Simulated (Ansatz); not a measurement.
# C2H7GaO: the cost of one run

Program: Ansatz 0.2.0. Level of theory: RKS B3LYP/def2-SVP. These are calculated values, not measurements.

### Step 1. The structure to begin with

Bond lengths: C1–Ga2 2.086 Å, Ga2–C3 1.775 Å, C3–O4 1.334 Å, C1–H5 1.103 Å, C1–H6 1.141 Å, C1–H7 1.121 Å, Ga2–H8 1.357 Å, C3–H9 1.173 Å, C3–H10 1.118 Å, O4–H11 1.066 Å. Angles (14 of 16 angles, heavy atoms first): C1–Ga2–C3 87.3°, Ga2–C3–O4 100.2°, C1–Ga2–H8 114.6°, C3–Ga2–H8 142.5°, Ga2–C1–H5 151.1°, Ga2–C1–H6 84.6°, Ga2–C1–H7 95.7°, Ga2–C3–H9 148.7°, Ga2–C3–H10 71.8°, O4–C3–H9 109.9°, O4–C3–H10 107.9°, C3–O4–H11 102.3°, H5–C1–H6 106.7°, H5–C1–H7 106.3°.

As a file:

```xyz
11

C    -0.5994    1.3658    0.2984
Ga    0.4054    0.0504   -0.9708
C     0.7704   -0.9238    0.4675
O     0.1836   -2.0727    0.1291
H    -0.7378    1.8400    1.2847
H    -0.2000    2.1746   -0.4004
H    -1.6258    1.1244   -0.0810
H    -0.1100   -0.0315   -2.2231
H     1.1155   -0.9668    1.5880
H     1.7064   -0.8255   -0.1351
H    -0.8430   -1.7919    0.0631
```

### Step 2. End point A

Input file input.yaml:

```yaml
crystal:
  periodic: [false, false, false]
  atoms:
    - { symbol: C, position_ang: [-0.5994, 1.3658, 0.2984] }
    - { symbol: Ga, position_ang: [0.4054, 0.0504, -0.9708] }
    - { symbol: C, position_ang: [0.7704, -0.9238, 0.4675] }
    - { symbol: O, position_ang: [0.1836, -2.0727, 0.1291] }
    - { symbol: H, position_ang: [-0.7378, 1.84, 1.2847] }
    - { symbol: H, position_ang: [-0.2, 2.1746, -0.4004] }
    - { symbol: H, position_ang: [-1.6258, 1.1244, -0.081] }
    - { symbol: H, position_ang: [-0.11, -0.0315, -2.2231] }
    - { symbol: H, position_ang: [1.1155, -0.9668, 1.588] }
    - { symbol: H, position_ang: [1.7064, -0.8255, -0.1351] }
    - { symbol: H, position_ang: [-0.843, -1.7919, 0.0631] }
basis:
  gaussian: { orbitals: def2-SVP }
hamiltonian:
  xc: b3lyp
relax:
  f_tol: 0.02
  max_steps: 50
```

Started as:

```console
ansatz run input.yaml --threads 2 --pin off --max-ram 3072MiB --backend cpu --events-out ev --progress --plain --runs-dir out
```

What time and memory should one allow on 2 threads of Arm Neoverse V1, shared host?

About 64 s, with a peak of 0.25 GiB.
